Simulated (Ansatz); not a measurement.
# Hg: pressure against volume

The task here is to estimate one member of a computed series from the others.

Method: DFT PBEsol, scalar-relativistic, in Ansatz 0.2.0.

## The system as given

Symmetry: P6/mmm, No. 191, hexagonal system. The conventional cell has a = 4.540 Å, b = 4.540 Å, c = 3.870 Å, α = 90.00°, β = 90.00°, γ = 120.00°. Hg (site symmetry -6m2) has 3 Hg at 2.62 Å in its first shell of neighbours. Hg (site symmetry 6/mmm) has 12 Hg at 3.26 Å in its first shell of neighbours.

Coordinates:

```cif
data_structure
_symmetry_space_group_name_H-M 'P6/mmm'
_symmetry_Int_Tables_number 191
_cell_length_a 4.5400
_cell_length_b 4.5400
_cell_length_c 3.8700
_cell_angle_alpha 90.000
_cell_angle_beta 90.000
_cell_angle_gamma 120.000
_cell_volume 69.08
loop_
_atom_site_label
_atom_site_type_symbol
_atom_site_symmetry_multiplicity
_atom_site_Wyckoff_symbol
_atom_site_fract_x
_atom_site_fract_y
_atom_site_fract_z
_atom_site_occupancy
Hg1 Hg 2 d 0.33333 0.66667 0.50000 1
Hg2 Hg 1 a 0.00000 0.00000 0.00000 1
```

The file gives the conventional cell by its symmetry; the runs use the cell typed in the input.

Atoms are numbered in the order of the input: Hg1, Hg2, Hg3.

The first run:

input.yaml reads:

```yaml
crystal:
  lattice:
    - [4.4473229131, 0.0, 0.0]
    - [-2.2236614566, 3.8514946216, 0.0]
    - [0.0, 0.0, 3.7909982407]
  atoms:
    - { symbol: Hg, position: [0.3333333333, 0.6666666667, 0.5] }
    - { symbol: Hg, position: [0.0, 0.0, 0.0] }
    - { symbol: Hg, position: [0.6666666667, 0.3333333333, 0.5] }
kpoints:
  mp_grid: { grid: [8, 8, 9] }
  band_path:
    path:
      - [0.0, 0.0, 0.0]
      - [0.5, 0.0, 0.0]
      - [0.3333333333, 0.3333333333, 0.0]
      - [0.0, 0.0, 0.0]
      - [0.0, 0.0, 0.5]
      - [0.5, 0.0, 0.5]
      - [0.3333333333, 0.3333333333, 0.5]
      - [0.0, 0.0, 0.5]
      - [0.5, 0.0, 0.5]
    npoints: 5
scf:
  occupations: { method: fermi_dirac, width: 0.05 }
hamiltonian:
  xc: pbesol
  pseudopotentials: { kind: all_electron, lapw: { basis_error: 0.0005 } }
output:
  forces: true
  stress: true
  eigenvalues: true
```

On the command line:

```sh
$ ansatz run input.yaml --threads 1 --pin off --max-ram 4096MiB --backend cpu --events-out ev --progress --plain --runs-dir out
```

Among the steps run: Volume × 0.94, LAPW; Volume × 0.94, PAW; Volume × 0.94, crystal datasets; Volume × 0.98, LAPW; Volume × 0.98, PAW; Volume × 0.98, crystal datasets; Volume × 1.01, LAPW; Volume × 1.01, PAW; Volume × 1.01, crystal datasets; Volume × 1.04, LAPW; Volume × 1.04, PAW; Volume × 1.04, crystal datasets.

One of the session's tables, all rows but one given; the rest of the session is left out.

```
          method  volume (Å³/atom)  pressure (GPa)
            LAPW            21.645           13.70
            LAPW            22.566            9.53
            LAPW            23.257            6.99
            LAPW            23.948            5.03
             PAW            21.645           13.69
             PAW            22.566            9.53
             PAW            23.257               ?
             PAW            23.948            5.03
crystal datasets            21.645           13.70
crystal datasets            22.566            9.54
crystal datasets            23.257            6.99
crystal datasets            23.948            5.03
```

Q: Estimate the row for PAW, 23.257 from the others.

The run gave: pressure (GPa): 6.98. In the column «pressure (GPa)» it lies between crystal datasets, 23.948 (5.03) and LAPW, 23.257 (6.99).

To keep in mind: Warnings in the runs' records: gradients without spin orbit, crystal datasets made.
